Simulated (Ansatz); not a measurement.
# Al3As: the cost of one run

Method: DFT PBE, scalar-relativistic, plane waves, PAW, in Ansatz 0.2.0.

## 1. The system as given

The structure is hexagonal, space group P6_3/mmc (No. 194). The conventional cell has a = 5.720 Å, b = 5.720 Å, c = 4.566 Å, α = 90.00°, β = 90.00°, γ = 120.00°. Around Al (site symmetry mm2) lie 4 As at 2.81 to 2.86 Å and 8 Al at 2.82 to 2.87 Å. As (site symmetry -6m2) has 12 Al at 2.81 to 2.86 Å as nearest neighbours.

Structure file:

```
CELL_PARAMETERS angstrom
5.71977 0.00000 0.00000
-2.85989 4.95347 0.00000
0.00000 0.00000 4.56618
ATOMIC_POSITIONS crystal
Al 0.16747 0.33494 0.75000
Al 0.66506 0.83253 0.75000
Al 0.16747 0.83253 0.75000
Al 0.83253 0.66506 0.25000
Al 0.33494 0.16747 0.25000
Al 0.83253 0.16747 0.25000
As 0.66667 0.33333 0.75000
As 0.33333 0.66667 0.25000
```

A structure generator made this guess: species swapped into a database cell of Co3Si (P6_3/mmc, No. 194), with Al on the Co sites and As on the Si sites. The dimensions are guesses.

## 2. Probe: one point on a coarse mesh

Input file input.yaml:

```yaml
crystal:
  lattice:
    - [5.71977204, 0.0, 0.0]
    - [-2.85988602, 4.95346789, 0.0]
    - [0.0, 0.0, 4.5661834]
  atoms:
    - { symbol: Al, position: [0.167472, 0.33494401, 0.75] }
    - { symbol: Al, position: [0.66505599, 0.832528, 0.75] }
    - { symbol: Al, position: [0.167472, 0.832528, 0.75] }
    - { symbol: Al, position: [0.832528, 0.66505599, 0.25] }
    - { symbol: Al, position: [0.33494401, 0.167472, 0.25] }
    - { symbol: Al, position: [0.832528, 0.167472, 0.25] }
    - { symbol: As, position: [0.66666667, 0.33333333, 0.75] }
    - { symbol: As, position: [0.33333333, 0.66666667, 0.25] }
basis:
  ecutwfc: 420
kpoints:
  mp_grid: { grid: [6, 6, 4] }
hamiltonian:
  xc: pbe
scf:
  occupations: { method: gaussian, width: 0.1 }
  lower_state_search: "off"
output:
  forces: true
  stress: true
  eigenvalues: true
```

On the command line:

```sh
$ ansatz run input.yaml --threads 1 --pin off --max-ram 2560MiB --backend cpu --events-out ev --progress --plain --runs-dir out
```

Q: Estimate wall time and peak memory on 1 thread of Arm Neoverse V2, shared host.

About 4.7 s, with a peak of 0.38 GiB.
